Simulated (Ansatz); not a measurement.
Geometry optimisation, Ansatz, DFT r2SCAN, scalar-relativistic, plane waves, PAW.

Input:

```yaml
crystal:
  lattice:
    - [0.0, 5.43, 5.43]
    - [5.43, 0.0, 5.43]
    - [5.43, 5.43, 0.0]
  atoms:
    - { symbol: Si, position: [0.0, 0.0, 0.0] }
    - { symbol: Si, position: [0.125, 0.125, 0.125] }
    - { symbol: Si, position: [0.0, 0.0, 0.5] }
    - { symbol: Si, position: [0.125, 0.125, 0.625] }
    - { symbol: Si, position: [0.0, 0.5, 0.0] }
    - { symbol: Si, position: [0.125, 0.625, 0.125] }
    - { symbol: Si, position: [0.0, 0.5, 0.5] }
    - { symbol: Si, position: [0.125, 0.625, 0.625] }
    - { symbol: Si, position: [0.5, 0.0, 0.0] }
    - { symbol: Si, position: [0.625, 0.125, 0.125] }
    - { symbol: Si, position: [0.5, 0.0, 0.5] }
    - { symbol: Si, position: [0.625, 0.125, 0.625] }
    - { symbol: Si, position: [0.5, 0.5, 0.0] }
    - { symbol: Si, position: [0.625, 0.625, 0.125] }
    - { symbol: Si, position: [0.5, 0.5, 0.5] }
    - { symbol: Si, position: [0.625, 0.625, 0.625] }
    - { symbol: O, position: [0.8802022, 0.368387, 0.8690558], spin: 1.0 }
magnetization:
  spin_polarized: true
basis:
  ecutwfc: 500.0
kpoints:
  mp_grid: { grid: [2, 2, 2] }
hamiltonian:
  xc: r2scan
scf:
  occupations: { method: gaussian, width: 0.05 }
  lower_state_search: "off"
relax:
  f_tol: 0.03
  max_steps: 60
  adjacent_minimum: "off"
```

Run as:

```bash
$ ansatz run input.yaml --threads 4 --pin off --max-ram 10240MiB --backend cpu --events-out ev --progress --plain --runs-dir out
```

Where does it end, and by what steps?

The run converged. The force dipped under the threshold on the way, but the program's further checks kept it going. Limits of this set-up: coarse k mesh, a small cell, in which the defect meets its images, a typed lattice constant that wasn't relaxed here. After 21 steps the energy has fallen by 4.046 eV; O17 moved furthest, 1.42 Å. Joined: Si4–O17 (2.65 → 1.64 Å), Si7–O17 (2.31 → 1.64 Å).

| step | energy less start (eV) | largest force component (eV/Å) | accepted |
| --- | --- | --- | --- |
| 0 | 0.0000 | 0.464 | yes |
| 1 | -0.0957 | 0.382 | yes |
| 2 | -0.5189 | 1.781 | yes |
| 3 | -1.0922 | 0.837 | yes |
| 4 | -1.1124 | 1.467 | yes |
| 5 | -1.3493 | 0.300 | yes |
| 6 | -1.4562 | 0.305 | yes |
| 7 | -1.5853 | 0.879 | yes |
| 8 | -1.8218 | 1.009 | yes |
| 9 | -2.0607 | 0.788 | yes |
| 10 | -2.2610 | 0.654 | yes |
| 11 | -2.4686 | 1.253 | yes |
| 12 | -2.9545 | 2.024 | yes |
| 13 | -3.5330 | 1.648 | yes |
| 14 | -3.9628 | 0.649 | yes |
| 15 | -4.0355 | 0.141 | yes |
| 16 | -4.0315 | 0.134 | no |
| 17 | -4.0416 | 0.092 | yes |
| 18 | -4.0448 | 0.015 | yes |
| 19 | -4.0449 | 0.092 | yes |
| 20 | -4.0456 | 0.031 | yes |
| 21 | -4.0459 | 0.001 | yes |

```xyz
17
Lattice="0.0000 5.4300 5.4300 5.4300 0.0000 5.4300 5.4300 5.4300 0.0000" Properties=species:S:1:pos:R:3
Si -0.028 0.217 -0.262
Si 1.392 1.308 1.304
Si 2.980 2.576 0.118
Si 4.088 4.336 1.131
Si 2.740 -0.040 2.688
Si 4.008 1.549 3.873
Si 5.770 2.653 2.859
Si 7.078 3.970 4.253
Si 0.051 2.680 2.661
Si 1.334 4.110 4.011
Si 2.749 5.417 2.675
Si 4.207 6.689 4.030
Si 2.691 2.773 5.394
Si 4.112 4.048 6.762
Si 5.543 5.330 5.413
Si 6.854 6.742 6.750
O 5.449 9.440 7.420
```

Whether the end is a true minimum wasn't checked by a vibrational analysis.

The run took 13 min on 4 threads of Intel(R) Xeon(R) Platinum 8259CL CPU @ 2.50GHz (Skylake/Cascade Lake), with other jobs on the host, peak memory 1.9 GiB.
